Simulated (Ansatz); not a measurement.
**CH10AlBSi2: up Jacob's ladder to CCSD(T)**

An exercise on one series of results from a longer session: the logs are not shown, and one member is left open.

Method: functionals in def2-TZVPP, the program's frozen cores in correlated methods; program: Ansatz 0.2.0, Gaussian basis.

Levels to be run: PBE-D4, r2SCAN-D4, PBE0-D4, B3LYP-D4, ωB97X-V, ωB97M-V, B2PLYP; CCSD(T)/def2-TZVPP; MP2/def2-QZVPP; extrapolation to the limit.

## Structure used throughout

The geometry comes from an earlier relaxation with PBE0-D4 in a triple-zeta def2 set; it is a stationary point, not always the lowest conformer.

SMILES `CB[SiH2][SiH2][AlH2]`, 15 atoms, charge 0, spin multiplicity 1.

Atoms are counted from 1 here; the program's logs count them from 0.

Bond lengths: C1–B2 1.562 Å, C1–H6 1.103 Å, C1–H7 1.102 Å, C1–H8 1.095 Å, B2–Si3 2.002 Å, B2–H9 1.198 Å, Si3–Si4 2.353 Å, Si3–H10 1.488 Å, Si3–H11 1.495 Å, Si4–Al5 2.452 Å, Si4–H12 1.492 Å, Si4–H13 1.492 Å, Al5–H14 1.590 Å, Al5–H15 1.589 Å. Angles: B2–C1–H6 115.8°, B2–C1–H7 107.3°, B2–C1–H8 113.0°, H6–C1–H7 109.7°, H6–C1–H8 106.6°, H7–C1–H8 103.7°, C1–B2–Si3 118.4°, C1–B2–H9 117.5°, Si3–B2–H9 123.8°, B2–Si3–Si4 101.1°, B2–Si3–H10 117.7°, B2–Si3–H11 108.3°, Si4–Si3–H10 114.6°, Si4–Si3–H11 105.2°, H10–Si3–H11 109.0°, Si3–Si4–Al5 103.7°, Si3–Si4–H12 109.6°, Si3–Si4–H13 109.0° and more.

As a file:

```csv
atom,x (Å),y (Å),z (Å)
C1,-1.44888,-0.19781,1.01788
B2,-0.04685,-0.35785,1.68867
Si3,1.48329,-0.98092,0.55748
Si4,1.45660,0.62375,-1.16285
Al5,-0.91755,0.81469,-1.74430
H6,-1.57018,-0.68411,0.03587
H7,-1.64668,0.88221,0.92474
H8,-2.26845,-0.55904,1.64865
H9,0.06842,0.01060,2.82296
H10,2.80514,-1.15928,1.21743
H11,1.08960,-2.26498,-0.09880
H12,2.31403,0.16070,-2.29276
H13,2.03240,1.89962,-0.64592
H14,-1.62675,-0.36473,-2.53977
H15,-1.74613,2.12654,-1.39990
```

The first run:

File in.yaml:

```yaml
crystal:
  periodic: [false, false, false]
  atoms:
    - {symbol: C, position_ang: [-1.448880, -0.197807, 1.017879]}
    - {symbol: B, position_ang: [-0.046849, -0.357846, 1.688675]}
    - {symbol: Si, position_ang: [1.483292, -0.980917, 0.557483]}
    - {symbol: Si, position_ang: [1.456602, 0.623754, -1.162847]}
    - {symbol: Al, position_ang: [-0.917551, 0.814690, -1.744296]}
    - {symbol: H, position_ang: [-1.570181, -0.684113, 0.035870]}
    - {symbol: H, position_ang: [-1.646685, 0.882209, 0.924744]}
    - {symbol: H, position_ang: [-2.268452, -0.559040, 1.648649]}
    - {symbol: H, position_ang: [0.068415, 0.010600, 2.822956]}
    - {symbol: H, position_ang: [2.805145, -1.159280, 1.217426]}
    - {symbol: H, position_ang: [1.089602, -2.264984, -0.098796]}
    - {symbol: H, position_ang: [2.314028, 0.160702, -2.292757]}
    - {symbol: H, position_ang: [2.032397, 1.899616, -0.645917]}
    - {symbol: H, position_ang: [-1.626752, -0.364727, -2.539767]}
    - {symbol: H, position_ang: [-1.746131, 2.126541, -1.399902]}
basis:
  gaussian: {orbitals: def2-TZVPP}
hamiltonian: {xc: pbe, dispersion: d4}
output: {forces: true, orbitals: {seedname: orbitals}}
```

Run with:

```
> ansatz run in.yaml --threads 4 --pin off --events-out ev --progress --plain --max-ram 10444MiB
```

Among the steps run: PBE-D4 (GGA); r2SCAN-D4 (meta-GGA); PBE0-D4 (hybrid); B3LYP-D4 (hybrid); ωB97X-V (range-separated); ωB97M-V (range-separated); B2PLYP (double hybrid); CCSD(T) in def2-TZVPP; MP2 in def2-QZVPP.

One table of the session follows, with a row left open; its other results are not shown here.

| method | atomisation energy (eV) |
| --- | --- |
| PBE-D4 | ? |
| r2SCAN-D4 | 48.540 |
| PBE0-D4 | 48.153 |
| B3LYP-D4 | 48.328 |
| ωB97X-V | 48.663 |
| ωB97M-V | 48.330 |
| B2PLYP | 47.546 |
| HF/def2-TZVPP | 37.177 |
| MP2/def2-TZVPP | 46.909 |
| CCSD/def2-TZVPP | 46.675 |
| CCSD(T)/def2-TZVPP | 47.140 |
| MP2/CBS | 48.004 |
| CCSD(T)/CBS | 48.235 |

**Question.** Estimate the row for PBE-D4.

The run gave: atomisation energy (eV): 48.257. In the column «atomisation energy (eV)» it lies between CCSD(T)/CBS (48.235) and B3LYP-D4 (48.328).
